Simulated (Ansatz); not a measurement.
# Ge2Sb2Te5: the cost of one run

Method: DFT PBE+D3(BJ), scalar-relativistic, plane waves, PAW, and further levels as typed in the inputs, in Ansatz 0.2.0.

## (1) The system as given

The structure is trigonal, space group P-3m1 (No. 164). Conventional cell: a = 4.220 Å, b = 4.220 Å, c = 17.200 Å, α = 90.00°, β = 90.00°, γ = 120.00°. Te (site symmetry -3m) is surrounded by 6 Sb at 3.03 Å. Around Sb (site symmetry 3m) lie 6 Te at 3.03 Å. Te (site symmetry 3m) has 3 Sb at 3.03 Å and 3 Ge at 3.03 Å as nearest neighbours. Around Ge (site symmetry 3m) lie 6 Te at 3.03 Å. Te (site symmetry 3m) has 3 Ge at 3.03 Å as nearest neighbours.

Coordinates:

```cif
data_structure
_symmetry_space_group_name_H-M 'P-3m1'
_symmetry_Int_Tables_number 164
_cell_length_a 4.2200
_cell_length_b 4.2200
_cell_length_c 17.2000
_cell_angle_alpha 90.000
_cell_angle_beta 90.000
_cell_angle_gamma 120.000
_cell_volume 265.27
loop_
_atom_site_label
_atom_site_type_symbol
_atom_site_symmetry_multiplicity
_atom_site_Wyckoff_symbol
_atom_site_fract_x
_atom_site_fract_y
_atom_site_fract_z
_atom_site_occupancy
Te1 Te 1 a 0.00000 0.00000 0.00000 1
Sb1 Sb 2 d 0.33333 0.66667 0.10501 1
Te2 Te 2 d 0.66667 0.33333 0.21003 1
Ge1 Ge 2 c 0.00000 0.00000 0.31504 1
Te3 Te 2 d 0.33333 0.66667 0.42006 1
```

## (2) Relaxing cell and atoms: Ge2Sb2Te5, no spin

Input file input.yaml:

```yaml
crystal:
  lattice:
    - [4.22, 0.0, 0.0]
    - [-2.11, 3.654627204, 0.0]
    - [0.0, 0.0, 17.2]
  atoms:
    - { symbol: Te, position: [0.0, 0.0, 0.0] }
    - { symbol: Sb, position: [0.3333333333, 0.6666666667, 0.1050145349] }
    - { symbol: Te, position: [0.6666666667, 0.3333333333, 0.2100290698] }
    - { symbol: Ge, position: [0.0, 0.0, 0.3150436047] }
    - { symbol: Te, position: [0.3333333333, 0.6666666667, 0.4200581395] }
    - { symbol: Te, position: [0.6666666667, 0.3333333333, 0.5799418605] }
    - { symbol: Ge, position: [0.0, 0.0, 0.6849563953] }
    - { symbol: Te, position: [0.3333333333, 0.6666666667, 0.7899709302] }
    - { symbol: Sb, position: [0.6666666667, 0.3333333333, 0.8949854651] }
scf:
  occupations: { method: gaussian, width: 0.03 }
output:
  forces: true
  stress: true
  eigenvalues: true
hamiltonian:
  xc: pbe
  dispersion: d3bj
  pseudopotentials: { kind: paw, azcp: { folder: soft_1 } }
kpoints:
  mp_grid: { grid: [10, 10, 2] }
relax:
  f_tol: 0.005
  max_steps: 80
  cell: { stress_tol: 0.05 }
```

Command:

```sh
> ansatz run input.yaml --threads 8 --pin off --max-ram 20480MiB --backend cpu --events-out ev --progress --plain --runs-dir out
```

Q: Estimate wall time and peak memory on 8 threads of AMD EPYC 9R45 (Zen 5), shared host.

About 17 s, with a peak of 1.5 GiB.
